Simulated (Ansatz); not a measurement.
NiMoIrPdW:

```xyz
5
Lattice="2.7608 0.0000 0.0000 -1.3804 2.3909 0.0000 0.0000 0.0000 11.3405" Properties=species:S:1:pos:R:3 pbc="T T T"
Ni    0.0000    0.0000    8.0423
Mo    1.3804    0.7970    3.3369
Pd    1.3804    0.7970   10.1952
Ir    0.0000    0.0000    1.2025
W     1.3804    0.7970    6.0015
```

The cell was built by a generator and needn't be a form met in nature.

Base run:

| Property | Result |
| --- | --- |
| Program | Ansatz 0.2.0 |
| Functional | LDA |
| Potentials or basis | Ansatz PAW |
| Cutoff | 420 eV (not typed: the program's choice for these potentials) |
| k mesh | 11 × 11 × 3 |
| Occupations | fermi-dirac, width 0.05 eV |
| Spin | collinear spin, ferromagnetic start |
| Starting moments | [1.0, 1.0, 0.0, 0.6, 0.0] μB |

Its results: band gap on the k mesh none (metal or under the smearing width); pressure -14.3 GPa; net moment 0.00 μB per cell; largest force 0.213 eV/Å.

Question: After a change of settings the same cell gave: band gap on the k mesh none (metal or under the smearing width); pressure 10.6 GPa; net moment 0.00 μB per cell; largest force 0.569 eV/Å. Which change was it?
A. functional from LDA to HSE03; k mesh from 11 × 11 × 3 to 5 × 5 × 1
B. functional from LDA to BLYP
C. functional from LDA to revPBE

Answer: B.

BLYP binds less tightly than LDA, so the same cell stands under more pressure.

Caveats: spin-orbit coupling is left out, which moves the levels of the heavy elements; the PAW data sets come from PBE, with cores solved anew for the run's functional, which leaves a small shift of forces and pressure; the starting moments weren't kept.

Runs at the PBE level aren't shown here.
